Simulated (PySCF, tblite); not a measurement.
# C4H7N3: geometry, infrared bands and NMR shifts

What infrared bands and NMR shifts should C4H7N3 (`CCc1cn[nH]n1`) show?

The runs use tblite 0.8.0 and PySCF 2.14.0, with density-fitted response routines of our own; the level of theory stands in each step. All values are computed, except where a source is named. Atoms are numbered from 0 throughout.

**1. The molecule as given**

14 atoms, charge 0, multiplicity 1; geometry from: force field or distance geometry start.

Bonds of the start (Å): C0–C1 1.50, C1–C2 1.49, C2–C3 1.39, C3–N4 1.35, N4–N5 1.32, N5–N6 1.33, N6–C2 1.35, C0–H7 1.12, C0–H8 1.11, C0–H9 1.11, C1–H10 1.11, C1–H11 1.12, C3–H12 1.07, N5–H13 1.06.

**2. Geometry optimisation with GFN2-xTB**

The job: settings as JSON, then the geometry in Å.

```
{"job": {"kind": "relax", "xc": "GFN2-xTB", "basis": "xTB"}, "charge": 0, "multiplicity": 1}
C     -1.944000     0.381100     0.567400
C     -0.928000    -0.716600     0.568800
C      0.468400    -0.247900     0.323500
C      1.108500    -0.108800    -0.898400
N      2.333000     0.352600    -0.568500
N      2.459100     0.517000     0.736300
N      1.310500     0.153200     1.298300
H     -2.781800     0.040500     1.233000
H     -1.561200     1.351400     0.941900
H     -2.348600     0.462100    -0.464100
H     -1.007200    -1.337800     1.486000
H     -1.176200    -1.381400    -0.299200
H      0.732100    -0.337400    -1.873200
H      3.334600     0.871700     1.206300
```

Started as:

```
$ OMP_NUM_THREADS=1 python probes_run.py task.json out
```

One launch serves the whole session: the jobs run in the order shown.

**Question.** This job is followed by: GFN2-xTB harmonic vibrations, gas phase; GIAO PBE0/pcSseg-1 NMR shielding, non-relativistic, gas phase. What will the session give for the following? strongest single infrared mode (GFN2-xTB); zero-point energy (GFN2-xTB); ¹³C shifts against TMS (PBE0/pcSseg-1); ¹H shifts against TMS (PBE0/pcSseg-1, means over atoms taken as alike); ¹⁵N shifts against NH3 (PBE0/pcSseg-1).

The runs gave:

| quantity | value |
| --- | --- |
| strongest single infrared mode (GFN2-xTB) | 687 cm⁻¹, 57 km/mol |
| zero-point energy (GFN2-xTB) | 71.2 kcal/mol |
| ¹³C shifts against TMS (PBE0/pcSseg-1) | 155.3, 137.0, 23.6, 20.4 ppm |
| ¹H shifts against TMS (PBE0/pcSseg-1, means over atoms taken as alike) | 10.75, 7.59, 2.85, 1.26 ppm |
| ¹⁵N shifts against NH3 (PBE0/pcSseg-1) | 366.6, 356.5, 259.6 ppm |

What this shows: Relaxing lowered the energy by 0.664 eV in 61 steps; the close pair that moved most is N5–H13, from 1.055 to 1.009 Å. No mode is imaginary among the 36: a minimum at this level. The strongest single mode, at 687 cm⁻¹, moves mainly H13 and N4. GFN2-xTB is a fitted tight-binding method: band positions and strengths are rough. Its intensities can rank the bands wrongly. At PBE0/pcSseg-1: The largest span, 530 ppm, is at N4, where the paramagnetic term is -426 ppm. NICS(1)zz of -34 ppm above the planar ring from C2 marks a diatropic (aromatic) ring current.
